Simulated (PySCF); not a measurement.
**NaPb+: from the state search to spectroscopic constants**

An exercise on one series of results from a longer session: the logs are not shown, and one member is left open.

Method: Na cc-pVDZ, Pb cc-pVDZ-PP with ECP60, scalar-relativistic core potentials; program: PySCF 2.14.0.

The first run:

A driver script around PySCF takes these settings:

- atoms: Na, Pb
- charge: 1
- basis: Na cc-pVDZ, Pb cc-pVDZ-PP with ECP60
- Hamiltonian: scalar-relativistic core potentials
- basis functions: 41
- electrons treated: 32
- masses in u: 22.9898, 207.9766
- levels: PBE0, PBE, r²SCAN, BP86, BLYP, B3LYP, HF, MP2, SCS-MP2, CCSD, CCSD(T)
- grid: 80 radial by 434 angular points
- occupations: held fixed by the projection of orbital angular momentum
- dissociation limit: Na+ + Pb, each in its ground configuration
- starting distance in angstrom: 3.070
- values of 2S to try: 0, 2

Command:

```
$ OMP_NUM_THREADS=1 python dia.py task.json out
```

Among the steps run: Set-up; First curve: PBE0; Excited determinants; PBE (GGA); r²SCAN (meta-GGA); BP86 (GGA); BLYP; B3LYP (global hybrid GGA); UHF; Adding correlation.

One of the session's tables, all rows but one given; the rest of the session is left out.

Energy (eV) from each level's lowest point:

| R (Å) | UHF | UHF-MP2 | UHF-SCS-MP2 | UHF-CCSD | UHF-CCSD(T) |
| --- | --- | --- | --- | --- | --- |
| 2.964 | 0.197 | 0.179 | 0.181 | n/a | n/a |
| 3.101 | 0.098 | 0.083 | 0.085 | 0.084 | 0.084 |
| 3.239 | ? | ? | ? | ? | ? |
| 3.343 | 0.014 | 0.008 | 0.008 | 0.008 | 0.008 |
| 3.446 | 0.002 | 0.000 | 0.000 | 0.000 | 0.000 |
| 3.549 | 0.000 | 0.002 | 0.002 | 0.002 | 0.002 |
| 3.687 | 0.010 | 0.017 | 0.016 | 0.017 | 0.017 |
| 3.860 | 0.035 | 0.048 | 0.046 | 0.048 | 0.049 |
| 4.066 | 0.079 | 0.097 | 0.095 | 0.098 | 0.099 |
| 4.342 | 0.148 | 0.170 | 0.168 | n/a | n/a |

**Question.** Estimate the row for R (Å) = 3.239.

Worked estimate for «UHF». A straight line through the neighbours (3.101, 0.098) and (3.343, 0.014) gives 0.098 + (0.014 − 0.098) × (3.239 − 3.101) / (3.343 − 3.101) = 0.050; a parabola fitted to 4 rows on both sides gives 0.037.

**Answer.** UHF: 0.038; UHF-MP2: 0.029; UHF-SCS-MP2: 0.030; UHF-CCSD: 0.029; UHF-CCSD(T): 0.029. In «UHF» the line misses by +0.012 and the parabola by -0.001.

To keep in mind: At some levels the lowest empty orbital lies below the highest filled one (the two can be of opposite spin).
